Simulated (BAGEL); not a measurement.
**PBE0/aug-cc-pVDZ (density fitting with qzvpp-jkfit) run of [BF4]− (tetrafluoroborate)**

What is the energy change on altering one bond length of [BF4]− (tetrafluoroborate) at PBE0/aug-cc-pVDZ (density fitting with qzvpp-jkfit)? 

The results are computed with BAGEL 1.2.2.

2 further runs of the same task are left out: 2 that didn't finish. Runs told in other sessions of the task aren't counted.

## Step 1: The system as given

The species is [BF4]− (5 atoms), meant as a singlet with charge -1. As SMILES, `F[B-](F)(F)F`. The shape is that of a PBE0-D4/def2-TZVPD optimisation.

Bond lengths: F1–B2 1.406 Å, B2–F3 1.406 Å, B2–F4 1.406 Å, B2–F5 1.406 Å. Angles: F1–B2–F3 109.5°, F1–B2–F4 109.5°, F1–B2–F5 109.5°, F3–B2–F4 109.5°, F3–B2–F5 109.5°, F4–B2–F5 109.5°.

## Step 2: The energy at PBE0/aug-cc-pVDZ (density fitting with qzvpp-jkfit)

input.json

```json
{ "bagel" : [

{
  "title" : "molecule",
  "basis" : "aug-cc-pvdz.json",
  "df_basis" : "qzvpp-jkfit",
  "angstrom" : true,
  "geometry" : [
    { "atom" : "F", "xyz" : [      -0.057100,      -0.040200,       1.404000 ] },
    { "atom" : "B", "xyz" : [       0.000000,       0.000000,       0.000100 ] },
    { "atom" : "F", "xyz" : [       0.948900,      -0.931000,      -0.457200 ] },
    { "atom" : "F", "xyz" : [      -1.262500,      -0.319100,      -0.529700 ] },
    { "atom" : "F", "xyz" : [       0.370700,       1.290300,      -0.417200 ] }
  ]
},

{ "title" : "ks", "xc_func" : "pbe0", "charge" : -1 },

{ "title" : "print", "file" : "orbitals.molden", "orbitals" : true }

]}
```

The basis set aug-cc-pVDZ is read from a file made from the Basis Set Exchange's data (not shown).

On the command line:

```
$ BAGEL_NUM_THREADS=1 BAGEL input.json > input.out
```

Log:

```text
* using 1 threads per process

  ===============================================================
  ===============================================================

  *** Geometry ***

  { "atom" : "F", "xyz" : [     -0.107903,     -0.075967,      2.653175 ] },
  { "atom" : "B", "xyz" : [      0.000000,      0.000000,      0.000189 ] },
  { "atom" : "F", "xyz" : [      1.793161,     -1.759335,     -0.863983 ] },
  { "atom" : "F", "xyz" : [     -2.385779,     -0.603012,     -1.000988 ] },
  { "atom" : "F", "xyz" : [      0.700521,      2.438314,     -0.788394 ] },

  Number of auxiliary basis functions:      383

  Since a DF basis is specified, we compute 2- and 3-index integrals:
    o Being stored without compression. Storage requirement is 0.041 GB

  Number of basis functions:      115
  Number of electrons      :       41

    * METHOD: MOLECULE                             0.13

  *** Kohn-Sham DFT ***

    * Removing 8749 points whose weight is below 1.00e-10
    * Grid points: 65781

  === Nuclear Repulsion ===
   179.7866690649

       - DIIS with orbital gradients will be used.

  === KS iteration (pbe0 / aug-cc-pvdz.json) ===
      0       -397.20805933          0.09480133           0.28
      1       -363.85161848          0.17767878           0.27
      2       -407.58903211          0.08365498           0.27
      3       -422.00644510          0.05797294           0.28
      4       -424.13164370          0.00601048           0.28
      5       -424.16935082          0.00201788           0.27
      6       -424.17246426          0.00077213           0.28
      7       -424.17286092          0.00033949           0.27
      8       -424.17295061          0.00011036           0.28
      9       -424.17296129          0.00001301           0.28
     10       -424.17296141          0.00000178           0.28
     11       -424.17296142          0.00000010           0.28
     12       -424.17296142          0.00000003           0.28
     13       -424.17296142          0.00000001           0.28
     14       -424.17296142          0.00000001           0.29
     15       -424.17296142          0.00000000           0.29
    * SCF iteration converged.

    * Permanent dipole moment:
           (   -0.000032,     0.000045,    -0.000516) a.u.

    * METHOD: KS                                   4.78

    * METHOD: PRINT                                0.01

  ===============================================================
```

It took 5.1 s on 1 thread of Intel Xeon 6975P-C (Granite Rapids), shared host; peak memory 0.37 GiB.

## Step 3: The distorted shape, same level

job.json

```json
{ "bagel" : [

{
  "title" : "molecule",
  "basis" : "aug-cc-pvdz.json",
  "df_basis" : "qzvpp-jkfit",
  "angstrom" : true,
  "geometry" : [
    { "atom" : "F", "xyz" : [   -0.085652,   -0.060301,    2.105996 ] },
    { "atom" : "B", "xyz" : [    0.000000,    0.000000,    0.000100 ] },
    { "atom" : "F", "xyz" : [    0.948900,   -0.931000,   -0.457200 ] },
    { "atom" : "F", "xyz" : [   -1.262500,   -0.319100,   -0.529700 ] },
    { "atom" : "F", "xyz" : [    0.370700,    1.290300,   -0.417200 ] }
  ]
},
{
  "title" : "ks",
  "xc_func" : "pbe0",
  "charge" : -1
},
{
  "title" : "print",
  "file" : "orbitals.molden",
  "orbitals" : true
}

]}
```

The basis set aug-cc-pVDZ is read from a file made from the Basis Set Exchange's data (not shown).

On the command line:

```
$ BAGEL_NUM_THREADS=1 BAGEL job.json > job.out
```

Log:

```text
* using 1 threads per process

  ===============================================================
  ===============================================================

  *** Geometry ***

  { "atom" : "F", "xyz" : [     -0.161859,     -0.113952,      3.979756 ] },
  { "atom" : "B", "xyz" : [      0.000000,      0.000000,      0.000189 ] },
  { "atom" : "F", "xyz" : [      1.793161,     -1.759335,     -0.863983 ] },
  { "atom" : "F", "xyz" : [     -2.385779,     -0.603012,     -1.000988 ] },
  { "atom" : "F", "xyz" : [      0.700521,      2.438314,     -0.788394 ] },

  Number of auxiliary basis functions:      383

  Since a DF basis is specified, we compute 2- and 3-index integrals:
    o Being stored without compression. Storage requirement is 0.041 GB

  Number of basis functions:      115
  Number of electrons      :       41

    * METHOD: MOLECULE                             0.15

  *** Kohn-Sham DFT ***

    * Removing 7914 points whose weight is below 1.00e-10
    * Grid points: 66616

  === Nuclear Repulsion ===
   162.4951898607

       - DIIS with orbital gradients will be used.

  === KS iteration (pbe0 / aug-cc-pvdz.json) ===
      0       -397.76486973          0.09006982           0.32
      1       -362.79967850          0.22071160           0.31
      2       -376.68293781          0.12203266           0.31
      3       -301.71742008          0.24768107           0.31
      4       -399.56292012          0.15206541           0.32
      5       -405.80225068          0.14023199           0.31
      6       -416.92472154          0.08765259           0.31
      7       -411.60626586          0.11506534           0.31
      8       -392.65451930          0.11561966           0.30
      9       -423.03539098          0.03037010           0.28
     10       -423.81794429          0.01914094           0.29
     11       -424.03804652          0.00828434           0.31
     12       -424.08930039          0.00303674           0.28
     13       -424.09491831          0.00181312           0.29
     14       -424.09771133          0.00036759           0.31
     15       -424.09781480          0.00010721           0.31
     16       -424.09782364          0.00003247           0.32
     17       -424.09782427          0.00001414           0.32
     18       -424.09782439          0.00000802           0.31
     19       -424.09782444          0.00000210           0.28
     20       -424.09782445          0.00000097           0.27
     21       -424.09782445          0.00000028           0.27
     22       -424.09782445          0.00000014           0.27
     23       -424.09782445          0.00000008           0.27
     24       -424.09782445          0.00000001           0.27
    * SCF iteration converged.

    * Permanent dipole moment:
           (   -0.053995,    -0.037940,     1.326379) a.u.

    * METHOD: KS                                   7.80

    * METHOD: PRINT                                0.01

  ===============================================================
```

Wall time 8.4 s (1 thread of Intel Xeon 6975P-C (Granite Rapids), shared host); peak memory 0.37 GiB.

## Step 4: Summary of results

Level: PBE0/aug-cc-pVDZ (density fitting with qzvpp-jkfit).

| quantity | value |
| --- | --- |
| first shape: total energy | -424.17296 Eh |
| first shape: HOMO energy | -4.75 eV |
| first shape: LUMO energy | 4.38 eV |
| first shape: HOMO–LUMO gap (to an unbound level, set by the basis) | 9.13 eV |
| distorted shape: total energy | -424.09782 Eh |
| distorted shape: HOMO energy | -3.46 eV |
| distorted shape: LUMO energy | 3.99 eV |
| distorted shape: HOMO–LUMO gap (to an unbound level, set by the basis) | 7.46 eV |
| energy change with the F1–B2 bond stretched from 1.406 to 2.108 Å | 2.045 eV |

With the F1–B2 bond stretched from 1.406 to 2.108 Å the energy rises by 2.04 eV (197 kJ/mol). The first shape isn't relaxed at this level, so the change isn't measured from a minimum.
